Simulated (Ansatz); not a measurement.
# C3H9BO: up Jacob's ladder to CCSD(T)

The task here is to estimate one member of a computed series from the others.

Computed with Ansatz 0.2.0, Gaussian basis. Level: functionals in def2-TZVPP, the program's frozen cores in correlated methods.

The runs, in order: LDA (SPW92), PBE-D4, revPBE-D4, BLYP-D4, r2SCAN-D4, B97M-V, PBE0-D4, B3LYP-D4, r2SCANh-D4, r2SCAN0-D4, HSE06-D4, BHLYP-D4, CAM-B3LYP-D4, LC-ωPBE, ωB97X-V, ωB97M-V, B2PLYP, PBE-QIDH; CCSD(T)/def2-SVP; CCSD(T)/def2-TZVPP; MP2/def2-QZVPP; extrapolation to the limit; RPA on PBE.

## The geometry

All runs share one geometry, relaxed beforehand with PBE0-D4 in a triple-zeta def2 set.

14 atoms, charge 0, spin multiplicity 1.

Atoms are counted from 1 here; the program's logs count them from 0.

Bond lengths: B1–C2 1.555 Å, B1–H6 1.196 Å, B1–H7 1.201 Å, C2–C3 1.499 Å, C2–C4 1.498 Å, C2–O5 1.530 Å, C3–H8 1.093 Å, C3–H9 1.096 Å, C3–H10 1.093 Å, C4–H11 1.093 Å, C4–H12 1.090 Å, C4–H13 1.095 Å, O5–H14 0.964 Å. Angles: C2–B1–H6 120.0°, C2–B1–H7 118.5°, H6–B1–H7 120.4°, B1–C2–C3 121.9°, B1–C2–C4 121.5°, B1–C2–O5 65.3°, C3–C2–C4 114.6°, C3–C2–O5 110.8°, C4–C2–O5 107.8°, C2–C3–H8 111.7°, C2–C3–H9 112.2°, C2–C3–H10 108.8°, H8–C3–H9 109.5°, H8–C3–H10 106.9°, H9–C3–H10 107.5°, C2–C4–H11 108.7°, C2–C4–H12 111.0°, C2–C4–H13 112.1° and more.

The first run:

in.yaml reads:

```yaml
crystal:
  periodic: [false, false, false]
  atoms:
    - {symbol: B, position_ang: [-1.221839, 0.919649, -0.424859]}
    - {symbol: C, position_ang: [-0.070674, 0.000225, 0.073527]}
    - {symbol: C, position_ang: [1.327336, 0.509239, 0.258315]}
    - {symbol: C, position_ang: [-0.349315, -1.314509, 0.735039]}
    - {symbol: O, position_ang: [-0.406094, -0.142588, -1.412271]}
    - {symbol: H, position_ang: [-2.359973, 0.572156, -0.305841]}
    - {symbol: H, position_ang: [-0.960947, 2.051821, -0.727935]}
    - {symbol: H, position_ang: [1.498981, 1.432563, -0.300885]}
    - {symbol: H, position_ang: [2.079955, -0.235544, -0.025356]}
    - {symbol: H, position_ang: [1.479377, 0.744564, 1.314625]}
    - {symbol: H, position_ang: [-0.348199, -1.168400, 1.818424]}
    - {symbol: H, position_ang: [-1.331087, -1.693727, 0.451546]}
    - {symbol: H, position_ang: [0.409152, -2.066558, 0.493280]}
    - {symbol: H, position_ang: [0.240428, 0.362006, -1.918809]}
basis:
  gaussian: {orbitals: def2-TZVPP}
hamiltonian: {xc: lda}
output: {orbitals: {seedname: orbitals}}
```

Among the steps run: LDA; PBE-D4 (GGA); revPBE-D4 (GGA); BLYP-D4 (GGA); r2SCAN-D4 (meta-GGA); B97M-V (meta-GGA); PBE0-D4 (hybrid); B3LYP-D4 (hybrid); r2SCANh-D4 (hybrid); r2SCAN0-D4 (hybrid); HSE06-D4 (hybrid); BHLYP-D4 (hybrid); CAM-B3LYP-D4 (range-separated); LC-ωPBE (range-separated); ωB97X-V (range-separated); ωB97M-V (range-separated); B2PLYP (double hybrid); PBE-QIDH (double hybrid).

One table of the session follows, with a row left open; its other results are not shown here.

It belongs to the step «Orbital energies across the functionals». 

```
  functional  HOMO (eV)  LUMO (eV)  gap (eV)
 LDA (SPW92)      -6.52      -0.65      5.88
      PBE-D4      -6.40      -0.46      5.94
   revPBE-D4      -6.35      -0.36      5.98
     BLYP-D4      -6.32      -0.45      5.87
   r2SCAN-D4      -6.64       0.15      6.78
      B97M-V          ?          ?         ?
     PBE0-D4      -7.72       0.47      8.20
    B3LYP-D4      -7.55       0.13      7.67
  r2SCANh-D4      -7.13       0.45      7.58
  r2SCAN0-D4      -7.88       0.87      8.75
    HSE06-D4      -7.32       0.10      7.42
    BHLYP-D4      -9.02       1.19     10.21
CAM-B3LYP-D4      -9.17       1.29     10.46
     LC-ωPBE     -10.50       2.62     13.12
     ωB97X-V     -10.15       2.40     12.55
     ωB97M-V     -10.04       1.98     12.02
```

Q: Estimate the row for B97M-V from the others.

As computed: HOMO (eV): -6.76; LUMO (eV): -0.22; gap (eV): 6.53. In the column «HOMO (eV)» it lies between r2SCANh-D4 (-7.13) and r2SCAN-D4 (-6.64).
